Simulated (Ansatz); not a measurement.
# C₆H₁₈ClN₃Si: up Jacob's ladder to CCSD(T)

The task here is to estimate one member of a computed series from the others.

The runs use Ansatz 0.2.0, Gaussian basis; functionals in def2-TZVPP, the program's frozen cores in correlated methods.

Plan: LDA (SPW92), PBE-D4, revPBE-D4, BLYP-D4, r2SCAN-D4, B97M-V, PBE0-D4, B3LYP-D4, r2SCANh-D4, r2SCAN0-D4, HSE06-D4, BHLYP-D4, CAM-B3LYP-D4, LC-ωPBE, ωB97X-V, ωB97M-V, B2PLYP, PBE-QIDH; CCSD(T)/def2-SVP; CCSD(T)/def2-TZVPP; MP2/def2-QZVPP; extrapolation to the limit; RPA on PBE.

## The relaxed structure

All runs share one geometry, relaxed beforehand with PBE0-D4 in a triple-zeta def2 set.

SMILES `CN(C)[Si](Cl)(N(C)C)N(C)C`, 29 atoms, charge 0, spin multiplicity 1.

Atoms are counted from 1 here; the program's logs count them from 0.

Bond lengths: C1–N2 1.442 Å, C1–H12 1.098 Å, C1–H13 1.100 Å, C1–H14 1.089 Å, N2–C3 1.445 Å, N2–Si4 1.714 Å, C3–H15 1.100 Å, C3–H16 1.091 Å, C3–H17 1.098 Å, Si4–Cl5 2.077 Å, Si4–N6 1.705 Å, Si4–N9 1.714 Å, N6–C7 1.444 Å, N6–C8 1.444 Å, C7–H18 1.098 Å, C7–H19 1.099 Å, C7–H20 1.090 Å, C8–H21 1.098 Å and more. Angles: N2–C1–H12 110.4°, N2–C1–H13 112.0°, N2–C1–H14 110.9°, H12–C1–H13 107.3°, H12–C1–H14 107.9°, H13–C1–H14 108.2°, C1–N2–C3 112.4°, C1–N2–Si4 125.7°, C3–N2–Si4 119.2°, N2–C3–H15 112.0°, N2–C3–H16 110.8°, N2–C3–H17 110.7°, H15–C3–H16 108.0°, H15–C3–H17 107.4°, H16–C3–H17 107.7°, N2–Si4–Cl5 105.6°, N2–Si4–N6 106.9°, N2–Si4–N9 119.0° and more.

Geometry (Å):

```mol
C6H18ClN3Si
  3D, bonds by distance, orders not assigned

 29 28  0  0  0  0  0  0  0  0999 V2000
   -0.4260   -0.1301   -2.9065 C   0  0
   -0.6517    0.1395   -1.5083 N   0  0
   -2.0307   -0.0594   -1.1236 C   0  0
    0.5551    0.1926   -0.2929 Si  0  0
    2.3098    0.7201   -1.2714 Cl  0  0
    0.0554    1.3524    0.8522 N   0  0
   -0.6369    2.5606    0.4707 C   0  0
    0.6523    1.4435    2.1637 C   0  0
    0.9234   -1.2378    0.5759 N   0  0
   -0.0529   -1.7779    1.4949 C   0  0
    1.9300   -2.2039    0.2125 C   0  0
   -1.0545    0.5213   -3.5277 H   0  0
   -0.6707   -1.1697   -3.1700 H   0  0
    0.6133    0.0531   -3.1741 H   0  0
   -2.3622   -1.0937   -1.2959 H   0  0
   -2.1758    0.1703   -0.0666 H   0  0
   -2.6934    0.5980   -1.7019 H   0  0
   -1.4748    2.7620    1.1509 H   0  0
    0.0301    3.4334    0.5010 H   0  0
   -1.0296    2.4718   -0.5419 H   0  0
   -0.1170    1.5852    2.9341 H   0  0
    1.3476    2.2917    2.2314 H   0  0
    1.2068    0.5343    2.3947 H   0  0
   -0.7905   -1.0209    1.7665 H   0  0
    0.4319   -2.1186    2.4195 H   0  0
   -0.5889   -2.6385    1.0689 H   0  0
    2.6662   -1.7637   -0.4581 H   0  0
    2.4584   -2.5601    1.1065 H   0  0
    1.4957   -3.0841   -0.2840 H   0  0
  1  2  8  0
  2  3  8  0
  2  4  8  0
  4  5  8  0
  4  6  8  0
  6  7  8  0
  6  8  8  0
  4  9  8  0
  9 10  8  0
  9 11  8  0
  1 12  8  0
  1 13  8  0
  1 14  8  0
  3 15  8  0
  3 16  8  0
  3 17  8  0
  7 18  8  0
  7 19  8  0
  7 20  8  0
  8 21  8  0
  8 22  8  0
  8 23  8  0
 10 24  8  0
 10 25  8  0
 10 26  8  0
 11 27  8  0
 11 28  8  0
 11 29  8  0
M  END
```

Set-up of the first run:

in.yaml reads:

```yaml
crystal:
  periodic: [false, false, false]
  atoms:
    - {symbol: C, position_ang: [-0.425985, -0.130115, -2.906499]}
    - {symbol: N, position_ang: [-0.651656, 0.139512, -1.508328]}
    - {symbol: C, position_ang: [-2.030658, -0.059420, -1.123559]}
    - {symbol: Si, position_ang: [0.555113, 0.192602, -0.292904]}
    - {symbol: Cl, position_ang: [2.309840, 0.720124, -1.271425]}
    - {symbol: N, position_ang: [0.055415, 1.352419, 0.852184]}
    - {symbol: C, position_ang: [-0.636899, 2.560640, 0.470654]}
    - {symbol: C, position_ang: [0.652318, 1.443517, 2.163734]}
    - {symbol: N, position_ang: [0.923381, -1.237825, 0.575933]}
    - {symbol: C, position_ang: [-0.052852, -1.777875, 1.494907]}
    - {symbol: C, position_ang: [1.930025, -2.203916, 0.212498]}
    - {symbol: H, position_ang: [-1.054465, 0.521338, -3.527705]}
    - {symbol: H, position_ang: [-0.670688, -1.169662, -3.169998]}
    - {symbol: H, position_ang: [0.613340, 0.053143, -3.174104]}
    - {symbol: H, position_ang: [-2.362250, -1.093734, -1.295851]}
    - {symbol: H, position_ang: [-2.175777, 0.170328, -0.066556]}
    - {symbol: H, position_ang: [-2.693403, 0.597963, -1.701887]}
    - {symbol: H, position_ang: [-1.474826, 2.761984, 1.150866]}
    - {symbol: H, position_ang: [0.030063, 3.433398, 0.500993]}
    - {symbol: H, position_ang: [-1.029558, 2.471789, -0.541892]}
    - {symbol: H, position_ang: [-0.117004, 1.585249, 2.934071]}
    - {symbol: H, position_ang: [1.347566, 2.291750, 2.231386]}
    - {symbol: H, position_ang: [1.206790, 0.534346, 2.394661]}
    - {symbol: H, position_ang: [-0.790538, -1.020904, 1.766521]}
    - {symbol: H, position_ang: [0.431853, -2.118631, 2.419461]}
    - {symbol: H, position_ang: [-0.588934, -2.638477, 1.068930]}
    - {symbol: H, position_ang: [2.666185, -1.763667, -0.458105]}
    - {symbol: H, position_ang: [2.458353, -2.560131, 1.106488]}
    - {symbol: H, position_ang: [1.495654, -3.084146, -0.283975]}
basis:
  gaussian: {orbitals: def2-TZVPP}
hamiltonian: {xc: lda}
output: {orbitals: {seedname: orbitals}}
```

Launch:

```bash
> ansatz run in.yaml --threads 11 --pin off --events-out ev --progress --plain --max-ram 120832MiB --backend cuda --devices 0, --max-vram 75GiB
```

Steps of the session up to this table: LDA; PBE-D4 (GGA); revPBE-D4 (GGA); BLYP-D4 (GGA); r2SCAN-D4 (meta-GGA); B97M-V (meta-GGA); PBE0-D4 (hybrid); B3LYP-D4 (hybrid); r2SCANh-D4 (hybrid); r2SCAN0-D4 (hybrid); HSE06-D4 (hybrid); BHLYP-D4 (hybrid); CAM-B3LYP-D4 (range-separated); LC-ωPBE (range-separated); ωB97X-V (range-separated); ωB97M-V (range-separated); B2PLYP (double hybrid); PBE-QIDH (double hybrid).

One table of the session follows, with a row left open; its other results are not shown here.

It belongs to the step «Orbital energies across the functionals». 

```
  functional  HOMO (eV)  LUMO (eV)  gap (eV)
 LDA (SPW92)      -4.83      -0.22      4.61
      PBE-D4      -4.72       0.01      4.73
   revPBE-D4      -4.66       0.14      4.81
     BLYP-D4      -4.61       0.04      4.64
   r2SCAN-D4          ?          ?         ?
      B97M-V      -5.12       0.07      5.19
     PBE0-D4      -6.02       0.79      6.81
    B3LYP-D4      -5.81       0.48      6.29
  r2SCANh-D4      -5.43       0.88      6.31
  r2SCAN0-D4      -6.18       1.20      7.39
    HSE06-D4      -5.62       0.42      6.04
    BHLYP-D4      -7.27       1.39      8.66
CAM-B3LYP-D4      -7.38       1.55      8.92
     LC-ωPBE      -8.69       2.84     11.53
     ωB97X-V      -8.38       2.56     10.94
     ωB97M-V      -8.31       2.16     10.47
```

Q: Estimate the row for r2SCAN-D4 from the others.

Worked estimate for «HOMO (eV)». Against the share of exact exchange, r2SCANh-D4 (0.1, -5.43), r2SCAN0-D4 (0.25, -6.18) give a slope of -5.00 per unit share; at 0 the line stands at -4.93.

**Answer.** HOMO (eV): -4.94; LUMO (eV): 0.65; gap (eV): 5.59. In «HOMO (eV)» the line misses by +0.01.
